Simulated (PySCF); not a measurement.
# From one method to the next for SnB (quartet)

Aim: see what other levels and later steps give for SnB (quartet).

Program: PySCF 2.14.0. Level of theory: each script names its method and basis. These are calculated values, not measurements.

2 further runs of the same task are left out: 1 for a known fault of the program, 1 that didn't finish.

### 1 The starting structure

SnB (quartet): 2 atoms, charge 0, spin multiplicity 4.

Bond lengths: Sn1–B2 2.273 Å.

### 2 The run that the others are compared with

Contents of input.py:

```python
from pyscf import gto, dft, tdscf

mol = gto.M(
    atom='Sn 0 0 0; B 0 0 2.273',
    basis='def2-svp',
    ecp={'Sn': 'def2-svp'},
    charge=0,
    spin=3,
    symmetry=True,
    verbose=4,
)
mf = dft.UKS(mol, xc='x3lyp')
mf.kernel()
td = tdscf.TDA(mf)
td.nstates = 8
td.kernel()
td.analyze(verbose=3)
mf.dip_moment()
print('orbital energies (hartree):', [e[max(0, n-3):n+3].round(4) for e, n in zip(mf.mo_energy, mol.nelec)])
```

On the command line:

```console
> python input.py
```

Its log is not repeated here.

It gives: E(SCF) = -238.972962 Eh, 13 cycles, ⟨S²⟩ = 3.752, μ = 1.45 D, excitations 2.07, 2.07, 2.21, 2.34, 2.34 eV.

The bond length is a typed value, not an optimised one. The quartet is typed in the script; nothing here shows that it is the ground state.

### 3 MP2 (UHF)

Variant 1 changes step after the SCF: tda → mp2; SCF type: UKS → UHF; functional: x3lyp → none (Hartree–Fock); frozen orbitals: none → 5.

Contents of input.py:

```python
from pyscf import gto, scf, mp

mol = gto.M(
    atom='Sn 0 0 0; B 0 0 2.273',
    basis='def2-svp',
    ecp={'Sn': 'def2-svp'},
    charge=0,
    spin=3,
    symmetry=True,
    verbose=4,
)
mf = scf.UHF(mol)
mf.kernel()
mp.MP2(mf, frozen=5).kernel()
mf.dip_moment()
print('orbital energies (hartree):', [e[max(0, n-3):n+3].round(4) for e, n in zip(mf.mo_energy, mol.nelec)])
```

On the command line:

```console
> python input.py
```

### 4 R2scan

Variant 2 changes functional: x3lyp → r2scan.

input.py, as its differences from that of step 2:

```diff
@@ -11,3 +11,3 @@
 )
-mf = dft.UKS(mol, xc='x3lyp')
+mf = dft.UKS(mol, xc='r2scan')
 mf.kernel()
```

### 5 Gradient

Variant 3 changes step after the SCF: tda → gradient.

input.py, as its differences from that of step 2:

```diff
@@ -1,2 +1,2 @@
-from pyscf import gto, dft, tdscf
+from pyscf import gto, dft
 
@@ -13,6 +13,5 @@
 mf.kernel()
-td = tdscf.TDA(mf)
-td.nstates = 8
-td.kernel()
-td.analyze(verbose=3)
+g = mf.nuc_grad_method()
+g.grid_response = True
+g.kernel()
 mf.dip_moment()
```

What does the calculation give? Wanted: for each run, E(SCF); from base; gap, α spin; SCF dipole; after the SCF.

The runs gave:

```tsv
run	E(SCF) (hartree)	from base (eV)	cycles	gap, α spin (eV)	SCF dipole (D)	after the SCF
base	-238.972962	0	13	3.67	1.45	lowest root found 2.07 eV
MP2 (UHF)	-237.889797	not comparable	15	8.23	0.71	MP2 correlation -3.428 eV, core frozen
r2scan	-239.041656	not comparable	13	2.71	1.31	lowest root found 2.27 eV
gradient	-238.972962	0.0000	13	3.67	1.45	n/a
```

In words: The α-spin gap between the frontier levels is 2.7 eV with r2scan (0 % exact exchange) and 3.7 eV with x3lyp (22 %): exact exchange opens it. Total energies of different functionals can't be compared with each other; differences within one functional can.
